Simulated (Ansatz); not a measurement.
# Ta5W: the cost of one run

Method: DFT PBE, scalar-relativistic, plane waves, PAW, in Ansatz 0.2.0.

1 further run of the same task is left out (it didn't finish).

## 1. Starting point

It takes space group Cmmm (No. 65, orthorhombic). Conventional cell: a = 3.230 Å, b = 4.568 Å, c = 13.705 Å, α = 90.00°, β = 90.00°, γ = 90.00°. Around Ta (site symmetry mm2) lie 6 Ta at 2.80 Å and 2 W at 2.80 Å. Around Ta (site symmetry mm2) lie 8 Ta at 2.80 Å. Ta (site symmetry mmm) has 8 Ta at 2.80 Å as nearest neighbours. W (site symmetry mmm) has 4 W at 2.80 Å and 4 Ta at 2.80 Å as nearest neighbours.

Structure file:

```
Ta W
1.0
     1.61514   -2.28416    0.00000
     1.61514    2.28416    0.00000
     0.00000    0.00000   13.70495
Ta W
5 1
Direct
  0.00000 0.00000 0.16667
  0.50000 0.50000 0.33333
  0.00000 0.00000 0.50000
  0.50000 0.50000 0.66667
  0.00000 0.00000 0.83333
  0.50000 0.50000 0.00000
```

The start is an ordering of an alloy on its end members' structure types: elements ordered on the sites of the Li type, Ta/W on Li (Cmmm, No. 65).

## 2. Probe: one point on a coarse mesh

Input file input.yaml:

```yaml
crystal:
  lattice:
    - [1.6151444, -2.28415911, 0.0]
    - [1.6151444, 2.28415911, 0.0]
    - [0.0, 0.0, 13.70495467]
  atoms:
    - { symbol: Ta, position: [0.0, 0.0, 0.16666667] }
    - { symbol: Ta, position: [0.5, 0.5, 0.33333333] }
    - { symbol: Ta, position: [0.0, 0.0, 0.5] }
    - { symbol: Ta, position: [0.5, 0.5, 0.66666667] }
    - { symbol: Ta, position: [0.0, 0.0, 0.83333333] }
    - { symbol: W, position: [0.5, 0.5, 0.0] }
basis:
  ecutwfc: 420
kpoints:
  mp_grid: { grid: [6, 6, 2] }
hamiltonian:
  xc: pbe
scf:
  occupations: { method: gaussian, width: 0.1 }
  lower_state_search: "off"
output:
  forces: true
  stress: true
  eigenvalues: true
```

The run is started by

```
$ ansatz run input.yaml --threads 1 --pin off --max-ram 2560MiB --backend cpu --events-out ev --progress --plain --runs-dir out
```

Q: Estimate wall time and peak memory on 1 thread of Intel Xeon at 2.50GHz (Skylake/Cascade Lake), shared host.

About 10 s, with a peak of 0.43 GiB.
